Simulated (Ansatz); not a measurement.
Geometry optimisation, Ansatz 0.2.0, DFT PBE, scalar-relativistic, plane waves, PAW.

The input (input.yaml):

```yaml
accuracy: low
crystal:
  lattice:
    - [0.0, 5.43, 5.43]
    - [5.43, 0.0, 5.43]
    - [5.43, 5.43, 0.0]
  atoms:
    - { symbol: Si, position: [0.0, 0.0, 0.0] }
    - { symbol: Si, position: [0.125, 0.125, 0.125] }
    - { symbol: Si, position: [0.0, 0.0, 0.5] }
    - { symbol: Si, position: [0.125, 0.125, 0.625] }
    - { symbol: Si, position: [0.0, 0.5, 0.0] }
    - { symbol: Si, position: [0.125, 0.625, 0.125] }
    - { symbol: Si, position: [0.0, 0.5, 0.5] }
    - { symbol: Si, position: [0.125, 0.625, 0.625] }
    - { symbol: Si, position: [0.5, 0.0, 0.0] }
    - { symbol: Si, position: [0.625, 0.125, 0.125] }
    - { symbol: Si, position: [0.5, 0.0, 0.5] }
    - { symbol: Si, position: [0.625, 0.125, 0.625] }
    - { symbol: Si, position: [0.5, 0.5, 0.0] }
    - { symbol: Si, position: [0.625, 0.625, 0.125] }
    - { symbol: Si, position: [0.5, 0.5, 0.5] }
    - { symbol: Si, position: [0.625, 0.625, 0.625] }
    - { symbol: B, position: [0.7392221, 0.246274, 0.2540245], spin: 1.0 }
magnetization:
  spin_polarized: true
basis:
  ecutwfc: 420.0
kpoints:
  mp_grid: { grid: [2, 2, 2] }
hamiltonian:
  xc: pbe
  pseudopotentials: { kind: paw, azcp: { folder: soft_1 } }
scf:
  occupations: { method: fermi_dirac, width: 0.05 }
  lower_state_search: "off"
relax:
  f_tol: 0.08
  max_steps: 25
  adjacent_minimum: "off"
```

Run as:

```bash
$ ansatz run input.yaml --threads 1 --pin off --max-ram 3072MiB --backend cpu --events-out ev --progress --plain --runs-dir out
```

**Question.** Where does it end, and by what steps?

**Answer.** The forces met the threshold. The force dipped under the threshold on the way, but the program's further checks kept it going. Limits of this set-up: coarse k mesh, a small cell, in which the defect meets its images, a typed lattice constant that wasn't relaxed here, low accuracy level. After 9 steps the energy has fallen by 0.137 eV; B17 moved furthest, 0.43 Å. Joined: Si11–B17 (2.64 → 2.29 Å).

```tsv
step	energy less start (eV)	largest force component (eV/Å)	accepted
0	0.0000	0.365	yes
1	-0.0551	0.162	yes
2	-0.0718	0.035	yes
3	-0.0729	0.052	yes
4	-0.0769	0.088	yes
5	-0.0981	0.157	yes
6	-0.1217	0.152	yes
7	-0.1338	0.078	yes
8	-0.1338	0.078	yes
9	-0.1369	0.033	yes
```

```xyz
17
Lattice="0.0000 5.4300 5.4300 5.4300 0.0000 5.4300 5.4300 5.4300 0.0000" Properties=species:S:1:pos:R:3
Si -0.040 0.019 0.035
Si 1.356 1.354 1.347
Si 2.699 2.747 0.038
Si 4.077 4.067 1.393
Si 2.691 0.030 2.735
Si 4.058 1.362 4.087
Si 5.433 2.721 2.755
Si 6.797 4.090 4.091
Si -0.041 2.726 2.662
Si 1.309 4.076 4.126
Si 2.731 5.412 2.742
Si 4.062 6.805 4.148
Si 2.707 2.701 5.440
Si 4.010 4.151 6.747
Si 5.471 5.445 5.450
Si 6.799 6.795 6.838
B 2.899 5.193 5.017
```

Whether the end is a true minimum wasn't checked by a vibrational analysis.

Run time: 3.7 min on 1 thread of Intel(R) Xeon(R) Platinum 8259CL CPU @ 2.50GHz (Skylake/Cascade Lake) (shared host), peak memory 0.74 GiB.
